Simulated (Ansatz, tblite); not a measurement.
**SnH3(nBu) (C₄H₁₂Sn): charged states by level of theory**

What does removing or adding an electron cost or gain for SnH3(nBu) (C₄H₁₂Sn)? Each charged state is run at several levels.

Computed with Ansatz 0.2.0, Gaussian basis. Level: as each input shows.

The runs, in order: charge +1 doublet, at the geometry of the singlet (PBE0-D4/def2-TZVP, PBE-D4/def2-TZVP, BLYP-D4/def2-TZVP, CCSD(T)/def2-SVP); charge -1 doublet, at the geometry of the singlet (PBE0-D4/def2-TZVPD, PBE-D4/def2-TZVPD, BLYP-D4/def2-TZVPD); the starting singlet's energies come from earlier runs.

3 further runs of the same task are left out: 3 set aside as unsound or not needed.

## Step 1: The geometry

The geometry is that of the singlet, from an earlier relaxation (PBE-D4/def2-SVP).

17 atoms, charge 0, spin multiplicity 1.

Atoms are counted from 1 here; the program's logs count them from 0.

Bond lengths: Sn1–H2 1.732 Å, Sn1–H3 1.732 Å, Sn1–H4 1.732 Å, Sn1–C5 2.181 Å, C5–C6 1.533 Å, C5–H9 1.111 Å, C5–H10 1.110 Å, C6–C7 1.539 Å, C6–H11 1.114 Å, C6–H12 1.112 Å, C7–C8 1.530 Å, C7–H13 1.112 Å, C7–H14 1.113 Å, C8–H15 1.109 Å, C8–H16 1.109 Å, C8–H17 1.111 Å. Angles: H2–Sn1–H3 108.9°, H2–Sn1–H4 108.9°, H2–Sn1–C5 110.8°, H3–Sn1–H4 108.5°, H3–Sn1–C5 109.7°, H4–Sn1–C5 109.9°, Sn1–C5–C6 113.6°, Sn1–C5–H9 106.8°, Sn1–C5–H10 106.5°, C6–C5–H9 111.0°, C6–C5–H10 111.8°, H9–C5–H10 106.7°, C5–C6–C7 114.3°, C5–C6–H11 109.8°, C5–C6–H12 109.6°, C7–C6–H11 108.8°, C7–C6–H12 108.5°, H11–C6–H12 105.6° and more.

Sn takes a core potential in the def2 sets. No spin-orbit coupling is included.

## Step 2: Charge +1 doublet at the fixed geometry, PBE0-D4/def2-TZVP

Contents of in.yaml:

```yaml
crystal:
  periodic: [false, false, false]
  atoms:
    - {symbol: Sn, position_ang: [1.381252, 1.938904, 1.623933]}
    - {symbol: H, position_ang: [1.376185, 1.957134, 3.355414]}
    - {symbol: H, position_ang: [3.021521, 1.972897, 1.067244]}
    - {symbol: H, position_ang: [0.574064, 3.358443, 1.046176]}
    - {symbol: C, position_ang: [0.382082, 0.154939, 0.864442]}
    - {symbol: C, position_ang: [0.356010, 0.072212, -0.666057]}
    - {symbol: C, position_ang: [-0.301573, -1.205094, -1.219335]}
    - {symbol: C, position_ang: [-1.793134, -1.339177, -0.905640]}
    - {symbol: H, position_ang: [0.909041, -0.720003, 1.302049]}
    - {symbol: H, position_ang: [-0.640855, 0.159566, 1.294820]}
    - {symbol: H, position_ang: [-0.174732, 0.958559, -1.082707]}
    - {symbol: H, position_ang: [1.394301, 0.133367, -1.059942]}
    - {symbol: H, position_ang: [-0.155817, -1.226684, -2.321541]}
    - {symbol: H, position_ang: [0.244985, -2.091530, -0.825722]}
    - {symbol: H, position_ang: [-2.222240, -2.253772, -1.362390]}
    - {symbol: H, position_ang: [-1.985169, -1.398387, 0.185447]}
    - {symbol: H, position_ang: [-2.365931, -0.471373, -1.296150]}
basis:
  gaussian: {orbitals: def2-TZVP}
total_charge: 1
magnetization: {spin_polarized: true, initial_magnetization: 1}
hamiltonian: {xc: pbe0, dispersion: d4}
scf: {omitted_lower_state_checks: [starts]}
output: {orbitals: {seedname: orbitals}}
```

Started as:

```bash
> ansatz run in.yaml --threads 4 --pin off --events-out ev --progress --plain --max-ram 4787MiB
```

Output:

```text
Functional definition: PBE0
  name "PBE0"
  cite "Adamo & Barone, J. Chem. Phys. 110, 6158 (1999) doi:10.1063/1.478522"
  cite "Perdew, Burke & Ernzerhof, Phys. Rev. Lett. 77, 3865 (1996) doi:10.1103/PhysRevLett.77.3865"
  parent pbe
  parameter a = 0.25
  parameter kappa = 0.804
  parameter beta = 0.06672455060314922
  exchange = (1 - a)*pbe_x(kappa = kappa, mu = beta*pi^2/3) + a*exact_x
  correlation = pbe_c(beta = beta)
these checks for a lower state are left out or cut short: starts
1709 factors; their error is unknown
mean field evaluation 1: about -10136.1903 eV, gradient 6.8e1 eV
mean field evaluation 2: about -9883.4210 eV, gradient 1.8e2 eV
mean field evaluation 4: about -10157.6569 eV, gradient 2.3e1 eV
mean field evaluation 8: about -10161.4805 eV, gradient 1.2e0 eV
mean field evaluation 16: about -10161.5464 eV, gradient 1.7e-2 eV
mean field -10161.54639362 eV, -373.4299422221 hartree, gradient 3.8e-5 eV, S^2 0.753942; 0 other end points of the search recorded, 0 dependent functions left out
reference -10161.54643752 eV, -373.4299438354 hartree; 29, 28 occupied and 217, 218 virtual orbitals, 1709 factors
Total energy: -10161.80599651 eV, -373.4394824522 hartree
Checks for a lower state left out: starts
```

It took 14 s on 4 threads of Intel Xeon at 2.70GHz, shared host; peak memory 0.96 GiB.

From the report: HOMO -13.64 eV, LUMO -11.25 eV (over both spins); ⟨S²⟩ 0.754 (pure: 0.75).

## Step 3: Charge +1 doublet at the fixed geometry, PBE-D4/def2-TZVP

start.molden holds the orbitals of an earlier run on this state, given as this run's starting guess.

in.yaml, as its differences from that of step 2:

```diff
@@ -21,6 +21,6 @@
 basis:
-  gaussian: {orbitals: def2-TZVP}
+  gaussian: {orbitals: def2-TZVP, initial_orbitals: start.molden}
 total_charge: 1
 magnetization: {spin_polarized: true, initial_magnetization: 1}
-hamiltonian: {xc: pbe0, dispersion: d4}
+hamiltonian: {xc: pbe, dispersion: d4}
 scf: {omitted_lower_state_checks: [starts]}
```

The command is unchanged.

Output:

```text
Functional definition: PBE
  name "PBE"
  cite "Perdew, Burke & Ernzerhof, Phys. Rev. Lett. 77, 3865 (1996) doi:10.1103/PhysRevLett.77.3865"
  parent pbe
  parameter kappa = 0.804
  parameter beta = 0.06672455060314922
  exchange = pbe_x(kappa = kappa, mu = beta*pi^2/3)
  correlation = pbe_c(beta = beta)
these checks for a lower state are left out or cut short: starts
1636 factors; their error is unknown
mean field evaluation 1: about -10160.4259 eV, gradient 6.4e0 eV
mean field evaluation 2: about -10160.5761 eV, gradient 2.3e-1 eV
mean field evaluation 4: about -10160.5233 eV, gradient 1.9e-2 eV
mean field evaluation 8: about -10160.5233 eV, gradient 1.8e-5 eV
mean field -10160.52325625 eV, -373.3923426171 hartree, gradient 3.1e-5 eV, S^2 0.751970; 0 other end points of the search recorded, 0 dependent functions left out
reference -10160.52331496 eV, -373.3923447747 hartree; 29, 28 occupied and 217, 218 virtual orbitals, 1636 factors
Total energy: -10160.82875932 eV, -373.4035696478 hartree
Checks for a lower state left out: starts
```

Wall time 7 s (4 threads of Intel Xeon at 2.70GHz, shared host).

Report: HOMO -12.34 eV, LUMO -11.87 eV (over both spins); ⟨S²⟩ 0.752 (pure: 0.75).

## Step 4: Charge +1 doublet at the fixed geometry, BLYP-D4/def2-TZVP

in.yaml, as its differences from that of step 3:

```diff
@@ -24,3 +24,3 @@
 magnetization: {spin_polarized: true, initial_magnetization: 1}
-hamiltonian: {xc: pbe, dispersion: d4}
+hamiltonian: {xc: {name: BLYP}, dispersion: d4}
 scf: {omitted_lower_state_checks: [starts]}
```

The command is unchanged.

Output:

```text
Functional definition: BLYP
  name "BLYP"
  cite "Becke, Phys. Rev. A 38, 3098 (1988) doi:10.1103/PhysRevA.38.3098"
  cite "Lee, Yang & Parr, Phys. Rev. B 37, 785 (1988) doi:10.1103/PhysRevB.37.785"
  parameter beta = 0.0042
  parameter a = 0.04918
  parameter b = 0.132
  parameter c = 0.2533
  parameter d = 0.349
  exchange = b88_x(beta = beta)
  correlation = lyp_c(a = a, b = b, c = c, d = d)
these checks for a lower state are left out or cut short: starts
1636 factors; their error is unknown
mean field evaluation 1: about -10162.4456 eV, gradient 1.0e1 eV
mean field evaluation 2: about -10162.7724 eV, gradient 3.3e-1 eV
mean field evaluation 4: about -10162.7168 eV, gradient 3.6e-2 eV
mean field evaluation 8: about -10162.7168 eV, gradient 1.5e-5 eV
mean field -10162.71681778 eV, -373.4729545164 hartree, gradient 3.1e-5 eV, S^2 0.751959; 0 other end points of the search recorded, 0 dependent functions left out
reference -10162.71727265 eV, -373.4729712326 hartree; 29, 28 occupied and 217, 218 virtual orbitals, 1636 factors
Total energy: -10163.38362857 eV, -373.4974593613 hartree
Checks for a lower state left out: starts
```

It took 7 s on 4 threads of Intel Xeon at 2.70GHz, shared host.

Report: HOMO -12.26 eV, LUMO -11.77 eV (over both spins); ⟨S²⟩ 0.752 (pure: 0.75).

## Step 5: Charge +1 doublet at the fixed geometry, CCSD(T)/def2-SVP

in.yaml, as its differences from that of step 4:

```diff
@@ -21,7 +21,7 @@
 basis:
-  gaussian: {orbitals: def2-TZVP, initial_orbitals: start.molden}
+  gaussian: {orbitals: def2-SVP, initial_orbitals: start.molden}
 total_charge: 1
 magnetization: {spin_polarized: true, initial_magnetization: 1}
-hamiltonian: {xc: {name: BLYP}, dispersion: d4}
-scf: {omitted_lower_state_checks: [starts]}
+correlation: {method: ccsd_t}
+scf: {omitted_lower_state_checks: [starts, cluster_reference]}
 output: {orbitals: {seedname: orbitals}}
```

Same command.

Output (excerpt; [...] marks lines left out):

```text
Functional definition: HF
  name "HF"
  cite "Fock, Z. Phys. 61, 126 (1930) doi:10.1007/BF01340294"
  parent pbe
[...]
1553 factors; integrals over basis functions are off by at most 1.3e-3 eV
[...]
mean field -10104.32604005 eV, -371.3271330137 hartree, gradient 2.4e-6 eV, S^2 0.760082; 0 other end points of the search recorded, 0 dependent functions left out
8 core orbitals not correlated: weight in the atoms' cores, before any rotation towards them, 1.000 or more for the frozen orbitals, at most 0.000 for the correlated occupied ones
reference -10104.32604005 eV, -371.3271330137 hartree; 21, 20 occupied and 113, 114 virtual orbitals, 1553 factors
second order -18.43315809 eV of doubles, -0.00000000 eV of singles
cycle   1  -19.93204298 eV  change    -1.5e0 eV  update   1.1e-1
[...]
cycle  14  -20.71547202 eV  change   -2.6e-5 eV  update   4.6e-5
perturbative correction -0.63670779 eV, -0.0233985797 hartree
Total energy: -10125.67821986 eV, -372.1118111486 hartree
Checks for a lower state left out: starts, cluster_reference
```

Wall time 2.3 min (4 threads of Intel Xeon at 2.70GHz, shared host); peak memory 3.2 GiB.

Report: Hartree-Fock HOMO -16.75 eV, LUMO -7.66 eV (over both spins); ⟨S²⟩ 0.760 (pure: 0.75); T1 0.017.

## Step 6: Vertical ionisation energy

Charged state less starting state, singlet to doublet; the starting state's energies are those of its earlier runs.

Differences are taken before rounding.

```csv
method,vertical ionisation energy (eV),from CCSD(T)/def2-SVP (eV),time
HF/def2-SVP,8.99,-0.67,
PBE-D4/def2-TZVP,9.30,-0.36,9.8 s
BLYP-D4/def2-TZVP,9.24,-0.42,10 s
PBE0-D4/def2-TZVP,9.53,-0.13,19 s
MP2/def2-SVP,9.79,+0.14,
CCSD/def2-SVP,9.65,0.00,
CCSD(T)/def2-SVP,9.66,0,2.9 min
```

Times add the two runs; a level without a time comes out of a correlated run.

Beside −ε(HOMO) of the starting state:

```
            level  −ε(HOMO) (eV)  by difference (eV)  mismatch (eV)
 PBE-D4/def2-TZVP           6.60                9.30          -2.70
BLYP-D4/def2-TZVP           6.48                9.24          -2.76
PBE0-D4/def2-TZVP           7.73                9.53          -1.80
```

## Step 7: Charge -1 doublet at the fixed geometry, PBE0-D4/def2-TZVPD

in.yaml, as its differences from that of step 5:

```diff
@@ -21,7 +21,7 @@
 basis:
-  gaussian: {orbitals: def2-SVP, initial_orbitals: start.molden}
-total_charge: 1
+  gaussian: {orbitals: def2-TZVPD}
+total_charge: -1
 magnetization: {spin_polarized: true, initial_magnetization: 1}
-correlation: {method: ccsd_t}
-scf: {omitted_lower_state_checks: [starts, cluster_reference]}
+hamiltonian: {xc: pbe0, dispersion: d4}
+scf: {omitted_lower_state_checks: [starts]}
 output: {orbitals: {seedname: orbitals}}
```

Launched as before.

Output (excerpt; [...] marks lines left out):

```text
Functional definition: PBE0
  name "PBE0"
  cite "Adamo & Barone, J. Chem. Phys. 110, 6158 (1999) doi:10.1063/1.478522"
  cite "Perdew, Burke & Ernzerhof, Phys. Rev. Lett. 77, 3865 (1996) doi:10.1103/PhysRevLett.77.3865"
  parent pbe
[...]
1796 factors; their error is unknown
[...]
mean field -10170.17898703 eV, -373.7471841784 hartree, gradient 1.1e-5 eV, S^2 0.750307; 0 other end points of the search recorded, 0 dependent functions left out
reference -10170.17903588 eV, -373.7471859738 hartree; 30, 29 occupied and 282, 283 virtual orbitals, 1796 factors
Total energy: -10170.51900837 eV, -373.7596797322 hartree
Checks for a lower state left out: starts
```

Wall time 49 s (4 threads of Intel Xeon at 2.70GHz, shared host); peak memory 1.3 GiB.

From the report: HOMO 1.76 eV, LUMO 2.63 eV (over both spins); ⟨S²⟩ 0.750 (pure: 0.75). Doubts: highest occupied level lies above zero.

## Step 8: Charge -1 doublet at the fixed geometry, PBE-D4/def2-TZVPD

in.yaml, as its differences from that of step 7:

```diff
@@ -21,6 +21,6 @@
 basis:
-  gaussian: {orbitals: def2-TZVPD}
+  gaussian: {orbitals: def2-TZVPD, initial_orbitals: start.molden}
 total_charge: -1
 magnetization: {spin_polarized: true, initial_magnetization: 1}
-hamiltonian: {xc: pbe0, dispersion: d4}
+hamiltonian: {xc: pbe, dispersion: d4}
 scf: {omitted_lower_state_checks: [starts]}
```

Same command.

Output:

```text
Functional definition: PBE
  name "PBE"
  cite "Perdew, Burke & Ernzerhof, Phys. Rev. Lett. 77, 3865 (1996) doi:10.1103/PhysRevLett.77.3865"
  parent pbe
  parameter kappa = 0.804
  parameter beta = 0.06672455060314922
  exchange = pbe_x(kappa = kappa, mu = beta*pi^2/3)
  correlation = pbe_c(beta = beta)
these checks for a lower state are left out or cut short: starts
1712 factors; their error is unknown
mean field evaluation 1: about -10169.0080 eV, gradient 6.4e0 eV
mean field evaluation 2: about -10169.1366 eV, gradient 1.8e-1 eV
mean field evaluation 4: about -10169.0715 eV, gradient 4.9e-2 eV
mean field evaluation 8: about -10169.0714 eV, gradient 5.5e-3 eV
mean field evaluation 16: about -10169.0714 eV, gradient 8.2e-5 eV
mean field -10169.07136125 eV, -373.7064796818 hartree, gradient 2.2e-5 eV, S^2 0.750243; 0 other end points of the search recorded, 0 dependent functions left out
reference -10169.07142491 eV, -373.7064820214 hartree; 30, 29 occupied and 282, 283 virtual orbitals, 1712 factors
Total energy: -10169.47128765 eV, -373.7211767059 hartree
Checks for a lower state left out: starts
```

Wall time 30 s (4 threads of Intel Xeon at 2.70GHz, shared host); peak memory 1.3 GiB.

From the report: HOMO 1.96 eV, LUMO 2.17 eV (over both spins); ⟨S²⟩ 0.750 (pure: 0.75). Doubts: highest occupied level lies above zero.

## Step 9: Charge -1 doublet at the fixed geometry, BLYP-D4/def2-TZVPD

in.yaml, as its differences from that of step 8:

```diff
@@ -24,3 +24,3 @@
 magnetization: {spin_polarized: true, initial_magnetization: 1}
-hamiltonian: {xc: pbe, dispersion: d4}
+hamiltonian: {xc: {name: BLYP}, dispersion: d4}
 scf: {omitted_lower_state_checks: [starts]}
```

Launched as before.

Output (excerpt; [...] marks lines left out):

```text
Functional definition: BLYP
  name "BLYP"
  cite "Becke, Phys. Rev. A 38, 3098 (1988) doi:10.1103/PhysRevA.38.3098"
  cite "Lee, Yang & Parr, Phys. Rev. B 37, 785 (1988) doi:10.1103/PhysRevB.37.785"
[...]
1712 factors; their error is unknown
[...]
mean field -10171.07111319 eV, -373.7799692102 hartree, gradient 2.2e-5 eV, S^2 0.750145; 0 other end points of the search recorded, 0 dependent functions left out
reference -10171.07150917 eV, -373.7799837621 hartree; 30, 29 occupied and 282, 283 virtual orbitals, 1712 factors
Total energy: -10171.94042018 eV, -373.8119156529 hartree
Checks for a lower state left out: starts
```

It took 17 s on 4 threads of Intel Xeon at 2.70GHz, shared host.

HOMO 2.08 eV, LUMO 2.25 eV (over both spins); ⟨S²⟩ 0.750 (pure: 0.75). Doubts: highest occupied level lies above zero.

## Step 10: Vertical electron affinity

Starting state less charged state (positive: the electron is bound), singlet to doublet; the starting state's energies are those of its earlier runs.

```
             level  vertical electron affinity (eV)  time
 PBE-D4/def2-TZVPD                            -0.68  34 s
BLYP-D4/def2-TZVPD                            -0.70  22 s
PBE0-D4/def2-TZVPD                            -0.83  57 s
```

Times add the two runs; a level without a time comes out of a correlated run.

Beside −ε(LUMO) of the starting state:

| level | −ε(LUMO) (eV) | by difference (eV) | mismatch (eV) |
| --- | --- | --- | --- |
| PBE-D4/def2-TZVPD | 0.64 | -0.68 | +1.32 |
| BLYP-D4/def2-TZVPD | 0.62 | -0.70 | +1.32 |
| PBE0-D4/def2-TZVPD | 0.01 | -0.83 | +0.84 |

## Step 11: Results

```
                                             quantity                                 value
 vertical ionisation energy, functionals in def2-TZVP   9.24 (BLYP-D4) to 9.53 eV (PBE0-D4)
         vertical ionisation energy, CCSD(T)/def2-SVP                               9.66 eV
vertical electron affinity, functionals in def2-TZVPD  -0.83 (PBE0-D4) to -0.68 eV (PBE-D4)
```

**Reading.** The vertical ionisation energy spans 9.24 to 9.53 eV over the functionals, beside 9.66 eV from CCSD(T)/def2-SVP. −ε(HOMO) misses the level's own difference by -1.80 eV at best (PBE0-D4) and -2.76 eV at worst (BLYP-D4). The yardstick is in a double-zeta basis, so levels in larger sets aren't compared like for like. CCSD(T)/def2-SVP isn't at the basis-set limit; small misses against it rank nothing. The vertical electron affinity spans -0.83 to -0.68 eV over the functionals. A negative affinity means an unbound electron, held by the basis alone. −ε(LUMO) misses the level's own difference by +0.84 eV at best (PBE0-D4) and +1.32 eV at worst (PBE-D4).
